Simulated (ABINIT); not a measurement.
Be2S:

```
Be S
1.0
     3.15757    0.00000    0.00000
     0.00000    3.15757    0.00000
     0.00000    0.00000    3.94037
Be S
2 1
Direct
  0.00000 0.50000 0.16854
  0.50000 0.00000 0.83146
  0.50000 0.50000 0.50000
```

The cell was built by a generator and needn't be a form met in nature.

* Program: ABINIT 10.8.3 (patched build)
* Task: single point
* Functional: PBE
* Potentials or basis: JTH PAW PBE v2.0
* Cutoff: 544 eV
* k mesh: 8 × 8 × 7
* Occupations: fermi-dirac, width 0.05 eV
* Spin: no spin polarisation

On this cell: pressure -0.2 GPa; largest force 0.005 eV/Å; band gap on the k mesh none (metal or under the smearing width).

The same run follows on a disturbed copy (atoms moved at random, drawn with an rms of 0.05 Å):

```
Be S
1.0
     3.15757    0.00000    0.00000
     0.00000    3.15757    0.00000
     0.00000    0.00000    3.94037
Be S
2 1
Cartesian
  0.0185 1.5426 0.6710
  1.5552 0.0002 3.2876
  1.6226 1.5791 1.9541
```

Problem. What changes?

Solution. The energy (extrapolated to zero smearing) moves by +3.0 meV/atom; pressure -0.2 GPa; largest force 0.398 eV/Å; band gap on the k mesh none (metal or under the smearing width).

Forces in eV/Å, atoms in the order of the input:
```
Be   0.222  0.033 -0.121
Be   0.071 -0.004 -0.148
S   -0.292 -0.029  0.268
```

Stress tensor (GPa, compression positive):
```
 0.46 -0.03 -0.46
-0.03 -0.75 -0.26
-0.46 -0.26 -0.36
```
